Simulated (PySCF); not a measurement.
# A diatomic session: TeF

The task here is to estimate one member of a computed series from the others.

Method: Te x2c-SVPall, F x2c-SVPall, spin-free X2C with a Gaussian nucleus; program: PySCF 2.14.0.

The first run:

A driver script around PySCF takes these settings:

* atoms: Te, F
* charge: 0
* basis: Te x2c-SVPall, F x2c-SVPall
* Hamiltonian: spin-free X2C with a Gaussian nucleus
* basis functions: 50
* electrons treated: 61
* masses in u: 129.9062, 18.9984
* levels: PBE0, PBE, r²SCAN, M06, r²SCAN0, MN15, HF, MP2, SCS-MP2, CCSD, CCSD(T)
* grid: 80 radial by 434 angular points
* occupations: held fixed by the projection of orbital angular momentum
* dissociation limit: Te + F, each in its ground configuration
* starting distance in angstrom: 1.935
* values of 2S to try: 1, 3

Run with:

```bash
OMP_NUM_THREADS=1 python dia.py task.json out
```

Among the steps run: The job; PBE0 along the bond; Higher solutions at PBE0; PBE; r²SCAN (meta-GGA); M06 (hybrid meta-GGA); r²SCAN0 (hybrid meta-GGA); MN15; UHF (mean field); Correlated methods on the Hartree–Fock reference.

One of the session's tables, all rows but one given; the rest of the session is left out.

It belongs to the step «The curves together». Energy (eV) from each level's lowest point:

```
R (Å)    UHF  UHF-MP2  UHF-SCS-MP2  UHF-CCSD  UHF-CCSD(T)
1.668  1.295    1.496        1.511       n/a          n/a
1.746  0.522    0.663        0.675     0.665        0.690
1.824  0.128    0.210        0.217     0.212        0.228
1.882      ?        ?            ?         ?            ?
1.940  0.000    0.000        0.000     0.000        0.000
1.998  0.074    0.035        0.031     0.033        0.025
2.076  0.264    0.176        0.165     0.169        0.149
2.173  0.594    0.467        0.449     0.434        0.398
2.289  1.090    0.982        0.954     0.836        0.773
2.444  1.766    1.465        1.411       n/a          n/a
```

**Question.** Estimate the row for R (Å) = 1.882.

Worked estimate for «UHF». A straight line through the neighbours (1.824, 0.128) and (1.940, 0.000) gives 0.128 + (0.000 − 0.128) × (1.882 − 1.824) / (1.940 − 1.824) = 0.064; a parabola fitted to 4 rows on both sides gives 0.003.

**Answer.** UHF: 0.008; UHF-MP2: 0.049; UHF-SCS-MP2: 0.053; UHF-CCSD: 0.050; UHF-CCSD(T): 0.058. In «UHF» the line misses by +0.056 and the parabola by -0.005.
